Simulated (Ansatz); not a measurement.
Cd3Se: single point with PBEsol

The system is Cd3Se.

```
CELL_PARAMETERS angstrom
-2.04095 2.04095 6.08708
2.04095 -2.04095 6.08708
2.04095 2.04095 -6.08708
ATOMIC_POSITIONS crystal
Cd 0.50000 0.50000 0.00000
Cd 0.25000 0.75000 0.50000
Cd 0.75000 0.25000 0.50000
Se 0.00000 0.00000 0.00000
```

The cell comes from a database or a generator and needn't be the stable form of this composition.

```json
{"Program": "Ansatz 0.2.0", "Task": "single point", "Functional": "PBEsol", "Potentials or basis": "all-electron LAPW, scalar-relativistic", "Cutoff": "241 eV (chosen from the basis error)", "Basis error allowed": "0.001 eV/atom", "k mesh": "9 × 9 × 9", "Occupations": "fermi-dirac, width 0.05 eV", "Spin": "no spin polarisation"}
```

```json
{"Pressure": "-3.7 GPa", "Band gap on the k mesh": "none (metal or under the smearing width)", "Loewdin charges": "Cd +0.90, +0.46; Se -1.00 e"}
```

Stress tensor (GPa, compression positive):
```
-4.56  0.00  0.00
 0.00 -4.56  0.00
 0.00  0.00 -2.05
```

Levels at points of the mesh, in eV from the Fermi level:
```csv
k point,band 38,band 39,band 40,band 41,band 42,band 43,band 44,band 45,band 46,band 47
"(0.00, 0.00, 0.00)",-5.59,-3.52,-1.91,-1.91,-0.59,2.36,2.71,2.71,4.30,4.82
```

Wall time 44 s on 2 threads of Arm Neoverse V2 (shared host), peak memory 0.85 GiB.

Caveat: the atomic charges don't sum to the cell's charge.
